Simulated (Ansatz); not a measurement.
# AlH₇O₂Si₂: how energies converge with the basis set

An exercise on one series of results from a longer session: the logs are not shown, and one member is left open.

The runs use Ansatz 0.2.0, Gaussian basis; one geometry, several basis sets.

Plan: PBE0-D4/def2-SVP; ωB97M-V/def2-SVP; PBE0-D4/def2-QZVPP; ωB97M-V/def2-QZVPP; the functionals' def2-TZVPP values are taken from earlier runs.

**The geometry**

All runs share one geometry, relaxed beforehand with PBE0-D4 in a triple-zeta def2 set.

SMILES `O[SiH]([SiH3])[O][AlH2]`, 12 atoms, charge 0, spin multiplicity 1.

Atoms are counted from 1 here; the program's logs count them from 0.

Bond lengths: O1–Si2 1.646 Å, O1–H6 0.959 Å, Si2–Si3 2.342 Å, Si2–O4 1.624 Å, Si2–H7 1.492 Å, Si3–H8 1.489 Å, Si3–H9 1.488 Å, Si3–H10 1.490 Å, O4–Al5 1.685 Å, Al5–H11 1.579 Å, Al5–H12 1.579 Å. Angles: Si2–O1–H6 117.8°, O1–Si2–Si3 105.4°, O1–Si2–O4 111.7°, O1–Si2–H7 109.5°, Si3–Si2–O4 110.6°, Si3–Si2–H7 112.8°, O4–Si2–H7 106.9°, Si2–Si3–H8 110.3°, Si2–Si3–H9 111.5°, Si2–Si3–H10 109.7°, H8–Si3–H9 108.8°, H8–Si3–H10 108.1°, H9–Si3–H10 108.4°, Si2–O4–Al5 169.3°, O4–Al5–H11 118.2°, O4–Al5–H12 117.6°, H11–Al5–H12 124.3°.

Coordinates:

```xyz
12

O    -2.0242   -0.1551    0.8767
Si   -0.4228    0.2208    0.8159
Si    0.6959   -1.8358    0.7500
O    -0.0647    1.1096   -0.4955
Al    0.4316    1.7642   -1.9664
H    -2.6417    0.5504    1.0768
H    -0.0584    1.0398    2.0085
H     0.3037   -2.5986   -0.4675
H     0.3913   -2.6603    1.9507
H     2.1668   -1.6061    0.6997
H     1.7681    1.2229   -2.6100
H    -0.4687    2.8932   -2.6048
```

The first run:

The input, in.yaml:

```yaml
crystal:
  periodic: [false, false, false]
  atoms:
    - {symbol: O, position_ang: [-2.024209, -0.155121, 0.876687]}
    - {symbol: Si, position_ang: [-0.422794, 0.220759, 0.815900]}
    - {symbol: Si, position_ang: [0.695902, -1.835844, 0.749992]}
    - {symbol: O, position_ang: [-0.064680, 1.109557, -0.495504]}
    - {symbol: Al, position_ang: [0.431557, 1.764189, -1.966387]}
    - {symbol: H, position_ang: [-2.641715, 0.550399, 1.076766]}
    - {symbol: H, position_ang: [-0.058358, 1.039850, 2.008474]}
    - {symbol: H, position_ang: [0.303694, -2.598613, -0.467453]}
    - {symbol: H, position_ang: [0.391280, -2.660342, 1.950656]}
    - {symbol: H, position_ang: [2.166838, -1.606142, 0.699716]}
    - {symbol: H, position_ang: [1.768136, 1.222916, -2.610045]}
    - {symbol: H, position_ang: [-0.468652, 2.893193, -2.604802]}
basis:
  gaussian: {orbitals: def2-SVP}
hamiltonian: {xc: pbe0, dispersion: d4}
output: {orbitals: {seedname: orbitals}}
```

Steps of the session up to this table: PBE0-D4 in def2-SVP; ωB97M-V in def2-SVP; PBE0-D4 in def2-QZVPP; ωB97M-V in def2-QZVPP.

One of the session's tables, all rows but one given; the rest of the session is left out.

It belongs to the step «Functionals by basis». 

| functional | basis | HOMO (eV) |
| --- | --- | --- |
| PBE0-D4 | def2-SVP | -7.63 |
| PBE0-D4 | def2-TZVPP | -7.68 |
| PBE0-D4 | def2-QZVPP | -7.69 |
| ωB97M-V | def2-SVP | -9.66 |
| ωB97M-V | def2-TZVPP | -9.76 |
| ωB97M-V | def2-QZVPP | ? |

Q: Estimate the row for ωB97M-V, def2-QZVPP from the others.

The run gave: HOMO (eV): -9.78. In the column «HOMO (eV)» it is the lowest.
